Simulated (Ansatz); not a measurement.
# CH₅BFNO: up Jacob's ladder to CCSD(T)

An exercise on one series of results from a longer session: the logs are not shown, and one member is left open.

Program: Ansatz 0.2.0, Gaussian basis. Level of theory: functionals in def2-TZVPP, the program's frozen cores in correlated methods. These are calculated values, not measurements.

Levels to be run: PBE-D4, r2SCAN-D4, PBE0-D4, B3LYP-D4, ωB97X-V, ωB97M-V, B2PLYP; CCSD(T)/def2-TZVPP; CCSD(T)/def2-QZVPP; extrapolation to the limit.

### The relaxed structure

All runs share one geometry, relaxed beforehand with PBE0-D4 in a triple-zeta def2 set.

SMILES `COB(N)F`, 10 atoms, charge 0, spin multiplicity 1.

Atoms are counted from 1 here; the program's logs count them from 0.

Bond lengths: C1–O2 1.410 Å, C1–H6 1.092 Å, C1–H7 1.092 Å, C1–H8 1.093 Å, O2–B3 1.358 Å, B3–N4 1.401 Å, B3–F5 1.346 Å, N4–H9 1.003 Å, N4–H10 1.003 Å. Angles: O2–C1–H6 108.8°, O2–C1–H7 112.0°, O2–C1–H8 109.4°, H6–C1–H7 109.1°, H6–C1–H8 108.6°, H7–C1–H8 108.9°, C1–O2–B3 122.4°, O2–B3–N4 120.4°, O2–B3–F5 120.6°, N4–B3–F5 118.9°, B3–N4–H9 122.2°, B3–N4–H10 122.4°, H9–N4–H10 115.4°.

Set-up of the first run:

in.yaml

```yaml
crystal:
  periodic: [false, false, false]
  atoms:
    - {symbol: C, position_ang: [0.678237, -1.455259, 0.562915]}
    - {symbol: O, position_ang: [-0.176819, -0.633684, -0.200706]}
    - {symbol: B, position_ang: [-0.160250, 0.720765, -0.105297]}
    - {symbol: N, position_ang: [-1.019372, 1.497846, -0.893315]}
    - {symbol: F, position_ang: [0.678260, 1.337983, 0.746986]}
    - {symbol: H, position_ang: [0.077578, -2.217231, 1.064115]}
    - {symbol: H, position_ang: [1.230599, -0.885962, 1.313335]}
    - {symbol: H, position_ang: [1.390651, -1.953278, -0.099701]}
    - {symbol: H, position_ang: [-1.664616, 1.089628, -1.543462]}
    - {symbol: H, position_ang: [-1.034267, 2.499193, -0.844870]}
basis:
  gaussian: {orbitals: def2-TZVPP}
hamiltonian: {xc: pbe, dispersion: d4}
output: {forces: true, orbitals: {seedname: orbitals}}
```

The run is started by

```console
ansatz run in.yaml --threads 2 --pin off --events-out ev --progress --plain --max-ram 22528MiB --backend cpu
```

Steps of the session up to this table: PBE-D4 (GGA); r2SCAN-D4 (meta-GGA); PBE0-D4 (hybrid); B3LYP-D4 (hybrid); ωB97X-V (range-separated); ωB97M-V (range-separated); B2PLYP (double hybrid); CCSD(T) in def2-TZVPP; CCSD(T) in def2-QZVPP.

One of the session's tables, all rows but one given; the rest of the session is left out.

| method | atomisation energy (kJ/mol) |
| --- | --- |
| PBE-D4 | 4233.3 |
| r2SCAN-D4 | 4143.5 |
| PBE0-D4 | 4139.0 |
| B3LYP-D4 | 4144.9 |
| ωB97X-V | 4139.4 |
| ωB97M-V | ? |
| B2PLYP | 4107.9 |
| HF/def2-TZVPP | 3018.8 |
| MP2/def2-TZVPP | 4120.1 |
| CCSD/def2-TZVPP | 3962.0 |
| CCSD(T)/def2-TZVPP | 4020.5 |
| MP2/CBS | 4228.4 |
| CCSD(T)/CBS | 4126.6 |

**Question.** Estimate the row for ωB97M-V.

**Answer.** atomisation energy (kJ/mol): 4154.4. In the column «atomisation energy (kJ/mol)» it lies between B3LYP-D4 (4144.9) and MP2/CBS (4228.4).
